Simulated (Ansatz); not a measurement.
# TaHCl (quartet): from Hartree-Fock to the top rungs, def2-TZVPP

An exercise on one series of results from a longer session: the logs are not shown, and one member is left open.

Method: def2-TZVPP, core rule «outside noble gas», up to 9 orbitals frozen; program: Ansatz 0.2.0, Gaussian basis.

Plan: UHF; ROHF; CCSD(T) on UHF.

## What is computed

The geometry is a PBE0/def2-TZVP stationary point (not a proven minimum). No spin-orbit coupling is included. Elements past krypton take def2 core potentials.

3 atoms, charge 0, spin multiplicity 4.

Atoms are counted from 1 here; the program's logs count them from 0.

Bond lengths: Ta1–Cl2 2.311 Å, Ta1–H3 1.863 Å. Angles: Cl2–Ta1–H3 180.0°.

The first run:

Contents of in.yaml:

```yaml
crystal:
  periodic: [false, false, false]
  atoms:
    - {symbol: Ta, position_ang: [0.000000, 0.000000, 0.149600]}
    - {symbol: Cl, position_ang: [0.000000, 0.000000, -2.161700]}
    - {symbol: H, position_ang: [0.000000, 0.000000, 2.012100]}
basis:
  gaussian: {orbitals: def2-TZVPP}
magnetization: {spin_polarized: true, initial_magnetization: 3}
hamiltonian: {xc: hf}
output: {orbitals: {seedname: orbitals}}
```

Run with:

```
$ ansatz run in.yaml --threads 1 --pin off --events-out ev --progress --plain --max-ram 4096MiB --backend cpu
```

Among the steps run: UHF; ROHF; CCSD(T) on UHF.

One table of the session follows, with a row left open; its other results are not shown here.

```
  method  from UCCSD(T) (kJ/mol)
    ROHF                  +856.6
     UHF                  +841.6
    UMP2                       ?
   UCCSD                   +35.1
UCCSD(T)                       0
```

Estimate the missing values for UMP2.

**Answer.** from UCCSD(T) (kJ/mol): +110.3. In the column «from UCCSD(T) (kJ/mol)» it lies between UCCSD (+35.1) and UHF (+841.6).
